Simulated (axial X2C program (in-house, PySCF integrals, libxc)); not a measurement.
# All-electron X2C curves of MoH, part 2 of 2

Computed with an in-house X2C program for linear molecules on PySCF integrals; all-electron X2C, Mo dyall-cv3z, H dyall-v3z.

## 11. PBE0, 2c

State followed: Ω = 5/2 (excess of +ω over −ω: ω = 5/2). The scan is laid around 1.719 Å, a first estimate of the minimum, and this SCF restarts from the orbitals of the search.

Output at 1.719 Å:

```text
two-component X2C + atomic mean field  PBE0
basis functions 171  fitting functions 777  grid points 5071
iter        total energy     max residual
   1      -4046.697522199     2.44e+00
   2      -4047.076167253     1.16e-02
   3      -4047.075603687     1.62e-02
   4      -4047.077275269     9.43e-04
   5      -4047.077281376     4.67e-04
   6      -4047.077283341     1.95e-04
   7      -4047.077283880     3.54e-05
   8      -4047.077283916     1.24e-05
   9      -4047.077283921     1.51e-06
  10      -4047.077283922     5.14e-07
converged
one-electron -5606.99461353  Coulomb 1673.73318590  exact exchange -30.73294869  xc functional -94.11343961  nuclear repulsion 12.92928613  atomic mean-field constant -1.89875411
```

Along the bond, energies from the lowest point:

```tsv
R (Å)	E (eV)	μ (D)	HOMO (eV)	LUMO (eV)	iterations
1.496	0.3816	-2.06	-5.40	-1.39	12
1.564	0.1638	-2.23	-5.44	-1.50	11
1.616	0.0666	-2.35	-5.47	-1.58	11
1.667	0.0148	-2.48	-5.50	-1.67	10
1.719	0.0000	-2.60	-5.53	-1.75	10
1.779	0.0202	-2.74	-5.57	-1.84	11
1.839	0.0719	-2.88	-5.60	-1.94	11
1.917	0.1730	-3.05	-5.65	-2.05	11
2.011	0.3326	-3.23	-5.70	-2.18	11
2.149	0.6032	-3.45	-5.77	-2.34	11
2.338	0.9913	-3.58	-5.82	-2.51	12
2.579	1.4353	-3.41	-5.78	-2.62	11
```

Dipoles are positive if H is the positive end.

Outer spinors at the reference distance:

```json
{"ω": "1/2", "occupied": "yes", "ε (eV)": "-8.25", "atomic character": "44% H s, 39% Mo d, 11% Mo s", "λ mixture": "100% σ"}
{"ω": "-1/2", "occupied": "yes", "ε (eV)": "-7.83", "atomic character": "56% H s, 22% Mo d, 13% Mo s", "λ mixture": "100% σ"}
{"ω": "-1/2", "occupied": "yes", "ε (eV)": "-6.25", "atomic character": "97% Mo d, 2% H p", "λ mixture": "100% π"}
{"ω": "-3/2", "occupied": "yes", "ε (eV)": "-6.24", "atomic character": "100% Mo d", "λ mixture": "100% δ"}
{"ω": "3/2", "occupied": "yes", "ε (eV)": "-6.17", "atomic character": "97% Mo d, 2% H p", "λ mixture": "100% π"}
{"ω": "5/2", "occupied": "yes", "ε (eV)": "-6.07", "atomic character": "100% Mo d", "λ mixture": "100% δ"}
{"ω": "1/2", "occupied": "yes", "ε (eV)": "-5.53", "atomic character": "56% Mo s, 35% Mo d, 8% H s", "λ mixture": "100% σ"}
{"ω": "1/2", "occupied": "no", "ε (eV)": "-1.75", "atomic character": "63% Mo p, 15% Mo d, 11% Mo s", "λ mixture": "100% σ"}
{"ω": "-1/2", "occupied": "no", "ε (eV)": "-1.25", "atomic character": "68% Mo s, 16% Mo d, 12% Mo p", "λ mixture": "100% σ"}
{"ω": "-1/2", "occupied": "no", "ε (eV)": "-0.83", "atomic character": "98% Mo p", "λ mixture": "99% π, 1% σ"}
{"ω": "3/2", "occupied": "no", "ε (eV)": "-0.77", "atomic character": "98% Mo p", "λ mixture": "100% π"}
```

PBE0 fields in the half plane through the axis: z from -2.4 to 3.9 Å across, distance from the axis 0.15 to 2.25 Å upwards; Mo lies at z = 0 and H at z = 1.719 Å; the ELF is damped to zero where the density is low.

log10 density (e/bohr³). Ten even steps from ' ' (-5.14 ) to '@' (1.66 ):
```
....::::::--------------::::::::......      
..::::----------------------::::::::....    
::::::----==============--------::::::....  
::::----======++++++==========------::::....
::::----==++++++++++++++========----::::....
::::--====++**********++++++++====----::::..
::::--==++++**######****++++++++====--::::..
::::--==++**##%%@@%%##********++++==----::..
```

ELF. Ten even steps from '0' (0.00 ) to '9' (1.00 ):
```
0001233332211000000000
0012344433221111000000
0012344433222233310000
0012344433223467752000
0011234444323789986100
0000135676425999998400
0000147636636999999600
0000047252637999999710
```

Re = 1.717 Å, ωe = 1757 cm⁻¹, ωexe = 30.4 cm⁻¹, Be = 5.733 cm⁻¹, De = 2.36 eV, μ = -2.60 D.

## 12. HF, 2c

Output at 1.719 Å:

```text
two-component X2C + atomic mean field  HF
basis functions 171  fitting functions 777  grid points 5071
iter        total energy     max residual
   1      -4045.162690385     3.44e-01
   2      -4045.181233453     8.66e-03
   3      -4045.182556162     4.94e-03
   4      -4045.182858198     2.65e-03
   5      -4045.182987675     1.47e-03
   6      -4045.183037469     5.50e-04
   7      -4045.183049840     2.56e-04
   8      -4045.183054686     9.61e-05
   9      -4045.183055457     6.01e-05
  10      -4045.183055840     2.34e-05
  11      -4045.183055925     1.36e-05
  12      -4045.183055947     9.14e-06
  13      -4045.183055958     5.41e-06
  14      -4045.183055963     1.50e-06
  15      -4045.183055964     7.22e-07
converged
one-electron -5606.42665628  Coulomb 1673.21585842  exact exchange -123.00279012  xc functional 0.00000000  nuclear repulsion 12.92928613  atomic mean-field constant -1.89875411
```

Re = 1.780 Å, ωe = 1596 cm⁻¹, ωexe = 37.8 cm⁻¹, Be = 5.331 cm⁻¹, De = 1.26 eV, μ = -3.44 D.

## 13. TPSS, 2c

The SCF at the reference distance of 1.719 Å:

```text
two-component X2C + atomic mean field  TPSS
basis functions 171  fitting functions 777  grid points 5071
iter        total energy     max residual
   1      -4047.243197433     3.37e-02
   2      -4047.244651641     7.92e-03
   3      -4047.244165856     1.17e-02
   4      -4047.244929066     3.36e-03
   5      -4047.245018567     3.94e-04
   6      -4047.245021962     1.07e-04
   7      -4047.245022458     7.86e-05
   8      -4047.245022526     1.79e-05
   9      -4047.245022529     3.29e-06
  10      -4047.245022530     9.10e-07
converged
one-electron -5606.30445860  Coulomb 1673.00826543  exact exchange 0.00000000  xc functional -124.97936138  nuclear repulsion 12.92928613  atomic mean-field constant -1.89875411
```

Re = 1.721 Å, ωe = 1771 cm⁻¹, ωexe = 29.8 cm⁻¹, Be = 5.702 cm⁻¹, De = 2.69 eV, μ = -2.39 D.

## 14. M06, 2c

Output at 1.719 Å:

```text
two-component X2C + atomic mean field  M06
basis functions 171  fitting functions 777  grid points 5071
iter        total energy     max residual
   1      -4047.381269993     2.02e-01
   2      -4047.386718507     4.12e-03
   3      -4047.386817825     1.18e-03
   4      -4047.386847273     8.93e-04
   5      -4047.386862722     3.57e-04
   6      -4047.386864596     2.61e-04
   7      -4047.386865358     1.03e-04
   8      -4047.386865503     3.64e-05
   9      -4047.386865519     1.90e-05
  10      -4047.386865521     3.48e-06
  11      -4047.386865521     1.59e-06
converged
one-electron -5606.98953191  Coulomb 1673.74534393  exact exchange -33.19655243  xc functional -91.97665713  nuclear repulsion 12.92928613  atomic mean-field constant -1.89875411
```

Re = 1.727 Å, ωe = 1726 cm⁻¹, ωexe = 31.9 cm⁻¹, Be = 5.663 cm⁻¹, De = 2.53 eV, μ = -2.89 D.

## 15. PBE50, 2c

The SCF at the reference distance of 1.719 Å:

```text
two-component X2C + atomic mean field  PBE50
basis functions 171  fitting functions 777  grid points 5071
iter        total energy     max residual
   1      -4047.143502660     1.15e-01
   2      -4047.146063964     2.26e-03
   3      -4047.146151117     1.83e-03
   4      -4047.146184982     6.27e-04
   5      -4047.146191774     2.71e-04
   6      -4047.146193743     1.48e-04
   7      -4047.146194341     7.11e-05
   8      -4047.146194604     2.79e-05
   9      -4047.146194657     6.81e-06
  10      -4047.146194662     1.77e-06
  11      -4047.146194662     5.89e-07
converged
one-electron -5607.36990934  Coulomb 1674.14224100  exact exchange -61.48853336  xc functional -63.46052498  nuclear repulsion 12.92928613  atomic mean-field constant -1.89875411
```

Re = 1.722 Å, ωe = 1747 cm⁻¹, ωexe = 30.1 cm⁻¹, Be = 5.701 cm⁻¹, De = 2.25 eV, μ = -2.97 D.

## 16. MP2 and beyond, 2c

Correlated methods: 15 electrons correlated (frozen shells, counted by type: Mo 3 s, 2 p, 1 d; H none), 225 virtual spinors in MP2, 140 natural virtuals in coupled cluster.

Output of the correlated part at 1.719 Å:

```text
correlated 15  virtual 225  natural virtual 140  E(MP2) -0.419762810  MP2 remainder -0.003302291
iter   CCSD correlation   residual
   1     -0.414212610   9.98e-02
   2     -0.422046455   4.10e-02
   3     -0.424140306   2.10e-02
   4     -0.424281055   1.02e-02
   5     -0.424447884   4.81e-03
   6     -0.424530497   2.02e-03
   7     -0.424536906   7.80e-04
   8     -0.424541105   3.53e-04
   9     -0.424533607   2.05e-04
  10     -0.424535980   1.29e-04
  11     -0.424535411   7.06e-05
  12     -0.424536200   3.20e-05
  13     -0.424536164   1.67e-05
  14     -0.424536364   1.05e-05
  15     -0.424536517   6.25e-06
  16     -0.424536585   3.44e-06
  17     -0.424536591   1.87e-06
(T) -0.014698628  T1 0.0278  D1 0.0904  max T2 0.044
```

MP2: Re = 1.702 Å, ωe = 1813 cm⁻¹, Be = 5.832 cm⁻¹, De = 2.18 eV.

CCSD: Re = 1.723 Å, ωe = 1757 cm⁻¹, ωexe = 28.5 cm⁻¹, Be = 5.69 cm⁻¹, De = 2.34 eV. T1 at Re = 0.020 (Lee–Taylor, the printed value over √2).

CCSD(T): Re = 1.720 Å, ωe = 1765 cm⁻¹, ωexe = 28.3 cm⁻¹, Be = 5.712 cm⁻¹, De = 2.42 eV. T1 at Re = 0.020 (Lee–Taylor, the printed value over √2).

## 17. A higher determinant, 2c

State: Ω = 3/2 (excess of +ω over −ω: 2 × ω = -1/2, ω = 5/2).

Output at the reference distance:

```text
two-component X2C + atomic mean field  PBE0
basis functions 171  fitting functions 777  grid points 5071
iter        total energy     max residual
   1      -4046.641015780     2.44e+00
   2      -4047.020006349     1.19e-02
   3      -4047.019068953     1.80e-02
   4      -4047.021201110     1.15e-03
   5      -4047.021210939     4.99e-04
   6      -4047.021213755     2.01e-04
   7      -4047.021214390     1.72e-05
   8      -4047.021214410     1.05e-05
   9      -4047.021214418     4.24e-06
  10      -4047.021214420     7.77e-07
converged
one-electron -5606.36511036  Coulomb 1673.08710593  exact exchange -30.71131409  xc functional -94.06242792  nuclear repulsion 12.92928613  atomic mean-field constant -1.89875411
```

```tsv
R (Å)	E above the lowest PBE0 point (eV)
1.496	1.842
1.564	1.644
1.616	1.562
1.667	1.525
1.719	1.526
1.779	1.564
1.839	1.633
1.917	1.758
2.011	1.947
```

Re = 1.692 Å, ωe = 1851 cm⁻¹, ωexe = 28.1 cm⁻¹, Be = 5.901 cm⁻¹, μ = -2.17 D. Te = 1.52 eV.

State: Ω = 3/2 (excess of +ω over −ω: ω = 1/2, ω = -3/2, ω = 5/2).

Output at the reference distance:

```text
two-component X2C + atomic mean field  PBE0
basis functions 171  fitting functions 777  grid points 5071
iter        total energy     max residual
   1      -4046.628456967     2.32e+00
   2      -4047.004819785     1.20e-02
   3      -4047.003932142     1.80e-02
   4      -4047.005983853     1.07e-03
   5      -4047.005991657     4.91e-04
   6      -4047.005994160     2.09e-04
   7      -4047.005994812     2.02e-05
   8      -4047.005994835     8.81e-06
   9      -4047.005994846     3.05e-06
  10      -4047.005994848     1.52e-06
  11      -4047.005994849     5.36e-07
converged
one-electron -5606.48661533  Coulomb 1673.19936063  exact exchange -30.70305183  xc functional -94.04622034  nuclear repulsion 12.92928613  atomic mean-field constant -1.89875411
```

```tsv
R (Å)	E above the lowest PBE0 point (eV)
1.496	2.293
1.564	2.083
1.616	1.992
1.667	1.947
1.719	1.940
1.779	1.969
1.839	2.030
1.917	2.144
2.011	2.320
```

Re = 1.705 Å, ωe = 1812 cm⁻¹, ωexe = 28.8 cm⁻¹, Be = 5.816 cm⁻¹, μ = -2.56 D. Te = 1.94 eV.

## 18. The 2c curves together

Energy (eV) of the followed determinant, 2c, from each level's lowest point:

```tsv
R (Å)	PBE0	HF	MP2	CCSD	CCSD(T)	TPSS	M06	PBE50
1.496	0.382	0.576	0.341	n/a	n/a	0.405	0.405	0.395
1.564	0.164	0.299	0.137	0.178	0.172	0.177	0.182	0.173
1.616	0.067	0.161	0.049	0.076	0.072	0.074	0.079	0.072
1.667	0.015	0.070	0.006	0.019	0.017	0.018	0.021	0.018
1.719	0.000	0.019	0.000	0.000	0.000	0.000	0.000	0.000
1.779	0.020	0.000	0.031	0.016	0.018	0.018	0.013	0.017
1.839	0.072	0.015	0.094	0.065	0.069	0.068	0.058	0.066
1.917	0.173	0.071	0.210	0.164	0.171	0.169	0.152	0.164
2.011	0.333	0.179	0.392	n/a	n/a	0.330	0.303	0.321
2.149	0.603	0.373	0.697	n/a	n/a	0.606	0.567	0.588
2.338	0.991	0.641	1.124	n/a	n/a	1.005	0.961	0.973
2.579	1.435	0.898	1.554	n/a	n/a	1.464	1.447	1.409
```

Time for the job: 12 min (2 threads of Intel Xeon Platinum 8375C at 2.90GHz (Ice Lake), shared host); peak memory 2 GiB.

## 19. Results

What follows sums up all 2 parts.

Lowest determinant that the search found at its distance, spin-free: M_S = 5/2, Λ = 0 (beyond closed shells: σα, π+α, π-α, δ+α, δ-α).

Lowest determinant that the search found at its distance, 2c: Ω = 5/2 (excess of +ω over −ω: ω = 5/2).

```tsv
Hamiltonian	level	Re (Å)	ωe (cm⁻¹)	De (eV)	μ (D)
spin-free	PBE0	1.717	1759	2.36	-2.59
spin-free	HF	1.780	1598	1.26	-3.44
spin-free	MP2	1.702	1814	2.18	n/a
spin-free	CCSD	1.723	1758	2.35	n/a
spin-free	CCSD(T)	1.720	1766	2.42	n/a
spin-free	TPSS	1.721	1772	2.69	-2.39
spin-free	M06	1.727	1728	2.53	-2.88
spin-free	PBE50	1.721	1748	2.25	-2.97
2c	PBE0	1.717	1757	2.36	-2.60
2c	HF	1.780	1596	1.26	-3.44
2c	MP2	1.702	1813	2.18	n/a
2c	CCSD	1.723	1757	2.34	n/a
2c	CCSD(T)	1.720	1765	2.42	n/a
2c	TPSS	1.721	1771	2.69	-2.39
2c	M06	1.727	1726	2.53	-2.89
2c	PBE50	1.722	1747	2.25	-2.97
```

Dipoles are positive if H is the positive end.

Time per point (s) on 2 threads of Intel Xeon Platinum 8375C at 2.90GHz (Ice Lake), shared host (2c runs; CCSD comes with the CCSD(T) run); the times are rough: PBE0 0.43, HF 0.26, MP2 0.51, CCSD(T) 39, TPSS 0.62, M06 0.75, PBE50 0.48.

In words: At CCSD(T), going from spin-free to two-component changes Re by 0 mÅ, ωe by -0.1 %, which is small (part of it comes from the scalar share of the two-electron terms). De moves by 0.00 eV; both De rest on single-determinant atoms, which can miss part of an open shell's spin–orbit lowering.

De refers to Mo + H, each in the lowest determinant found, which need not be this curve's own limit. Each curve is one determinant whose occupation by symmetry is held fixed; it was picked as the lowest of a PBE0 search that is not exhaustive. Dissociation energies refer to the lowest single-determinant-based atoms at the same level and basis. Density functionals use the spin component along the axis (collinear). Coupled cluster ran in a truncated set of natural virtual spinors; the MP2 energy of the rest was added. The meta-GGAs lack a current-density term, which matters for open shells with orbital currents, atoms included. With several unpaired electrons one determinant need not be a pure state. The spin-free determinant is spin-contaminated at some levels, which hurts MP2 most.
